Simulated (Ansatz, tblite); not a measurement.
# The cluster Hg₂TeCl₂: charged states by level of theory

One table from this session's results is given with a row withheld; the runs are named, their logs left out.

The runs use Ansatz 0.2.0, Gaussian basis; as each input shows.

Plan: charge +1 doublet, at the geometry of the singlet (PBE0-D4/def2-TZVP, PBE-D4/def2-TZVP, HF/def2-TZVP, CCSD(T)/def2-SVP); charge -1 doublet, at the geometry of the singlet (PBE0-D4/def2-TZVPD, PBE-D4/def2-TZVPD, HF/def2-TZVPD); the starting singlet's energies come from earlier runs.

3 further runs of the same task are left out: 3 set aside as unsound or not needed. Runs told in other sessions of the task aren't counted.

## The relaxed structure

The geometry is that of the singlet, from an earlier relaxation (r2SCAN-D4/def2-SVP). At that level it is the lowest of the isomers that a small search found.

5 atoms, charge 0, spin multiplicity 1.

Atoms are counted from 1 here; the program's logs count them from 0.

Bond lengths: Hg1–Te3 2.633 Å, Hg1–Cl5 2.325 Å, Hg2–Te3 2.633 Å, Hg2–Cl4 2.325 Å. Angles: Te3–Hg1–Cl5 179.3°, Te3–Hg2–Cl4 179.4°, Hg1–Te3–Hg2 89.7°.

Hg, Te take a core potential in the def2 sets. No spin-orbit coupling is included.

Set-up of the first run:

Input file in.yaml:

```yaml
crystal:
  periodic: [false, false, false]
  atoms:
    - {symbol: Hg, position_ang: [1.461129, -0.869627, 0.794555]}
    - {symbol: Hg, position_ang: [-1.663717, 0.350177, -0.796142]}
    - {symbol: Te, position_ang: [-0.783190, -1.997914, 0.005809]}
    - {symbol: Cl, position_ang: [-2.464032, 2.413657, -1.507048]}
    - {symbol: Cl, position_ang: [3.449801, 0.103706, 1.502826]}
basis:
  gaussian: {orbitals: def2-TZVP}
total_charge: 1
magnetization: {spin_polarized: true, initial_magnetization: 1}
hamiltonian: {xc: pbe0, dispersion: d4}
scf: {omitted_lower_state_checks: [starts]}
output: {orbitals: {seedname: orbitals}}
```

The run is started by

```
ansatz run in.yaml --threads 4 --pin off --events-out ev --progress --plain --max-ram 8704MiB
```

Steps of the session up to this table: Charge +1 doublet at the fixed geometry, PBE0-D4/def2-TZVP; Charge +1 doublet at the fixed geometry, PBE-D4/def2-TZVP; Charge +1 doublet at the fixed geometry, HF/def2-TZVP; Charge +1 doublet at the fixed geometry, CCSD(T)/def2-SVP.

One of the session's tables, all rows but one given; the rest of the session is left out.

It belongs to the step «Vertical ionisation energy». 

| method | vertical ionisation energy (eV) |
| --- | --- |
| HF/def2-SVP | ? |
| HF/def2-TZVP | 7.96 |
| PBE-D4/def2-TZVP | 8.67 |
| PBE0-D4/def2-TZVP | 8.88 |
| MP2/def2-SVP | 8.77 |
| CCSD/def2-SVP | 8.56 |
| CCSD(T)/def2-SVP | 8.56 |

Q: Estimate the row for HF/def2-SVP from the others.

As computed: vertical ionisation energy (eV): 7.99. In the column «vertical ionisation energy (eV)» it lies between HF/def2-TZVP (7.96) and CCSD/def2-SVP (8.56).

To keep in mind: The anion's highest level is positive in at least one run, so there the basis alone may hold the extra electron.
